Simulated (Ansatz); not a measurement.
**TlF in a box, plane waves**

Ansatz 0.2.0, DFT PBE, spin-orbit coupling, plane waves, PAW, molecule in a box. The geometry was relaxed with Gaussian bases (B3LYP; Tl def2-SVP with ECP60, F def2-SVP).

```yaml
crystal:
  lattice:
    - [9.0, 0.0, 0.0]
    - [0.0, 9.0, 0.0]
    - [0.0, 0.0, 11.1]
  atoms:
    - { symbol: Tl, position: [0.5, 0.5, 0.40540541] }
    - { symbol: F, position: [0.5, 0.5, 0.5949982] }
basis:
  ecutwfc: 420
  ecutrho_ratio: 4
kpoints:
  mp_grid: { grid: [1, 1, 1] }
hamiltonian:
  xc: pbe
scf:
  occupations: { method: gaussian, width: 0.01 }
output:
  forces: true
  eigenvalues: true
  populations: true
  write_density: true
  write_potential: true
  elf: true
  volumetric_format: npy
magnetization:
  noncollinear: true
  spin_orbit: true
```

Command:
```sh
ansatz run input.yaml --threads 2 --pin off --max-ram 5120MiB --backend cpu --events-out ev --progress --plain --runs-dir out
```
It took 9.5 s on 2 threads of Arm Neoverse N1 (shared host), peak memory 1.1 GiB.

Question: How does the SCF go?

Answer: 
```
SCF iter   1: F=—  HF=-12289.926369 eV  |F-HF|=—  |Δ(HF+E_count)|=         —  Δρ=2.25e-2
preconditioner: auto → Resta (q_TF=auto, 1.447 Å⁻¹)  ε∞=1.2  [insulator: Δε(μ)=5.714 eV  Ē_g=11.961 eV  σ=0.010 eV  W_gap=1.00  n_
spin=Noncollinear: Resta preconditioning applied to the charge; magnetization (m_x, m_y, m_z) channels mix plain (no charge-respon
SCF iter   2: F=—  HF=-12288.048740 eV  |F-HF|=—  |Δ(HF+E_count)|=    1.88e0  Δρ=6.60e-3
SCF iter   3: F=—  HF=-12287.879753 eV  |F-HF|=—  |Δ(HF+E_count)|=   1.69e-1  Δρ=4.81e-3
SCF iter   4: F=—  HF=-12287.816814 eV  |F-HF|=—  |Δ(HF+E_count)|=   6.29e-2  Δρ=6.11e-4
SCF iter   5: F=—  HF=-12287.815843 eV  |F-HF|=—  |Δ(HF+E_count)|=   9.71e-4  Δρ=2.26e-4
SCF iter   6: F=—  HF=-12287.815809 eV  |F-HF|=—  |Δ(HF+E_count)|=   3.38e-5  Δρ=4.79e-5
SCF iter   7: F=—  HF=-12287.815824 eV  |F-HF|=—  |Δ(HF+E_count)|=   1.46e-5  Δρ=7.66e-6
SCF iter   8: F=-12287.815824 eV  HF=-12287.815824 eV  |F-HF|=2.71e-8  |Δ(HF+E_count)|=   1.25e-7  Δρ=2.20e-6
```

Question: Which levels lie next to the highest filled one (eV, counted from it)?

Answer: Filled: -7.90, -7.90, -3.40, -3.40, -0.53, -0.53, -0.45, -0.45, 0.00, 0.00. Empty: 4.08, 4.08, 4.86, 4.86, 6.08, 6.08, 6.24, 6.24.

Question: What forces are left at this geometry, relaxed with Gaussian bases (eV/Å)?

Answer: 
```
Tl   0.00  0.00 -0.22
F    0.00  0.00  0.22
```

The highest of the empty levels listed lie near the vacuum level and may be states of the box.

The forces come from the other functional as well as from the basis.
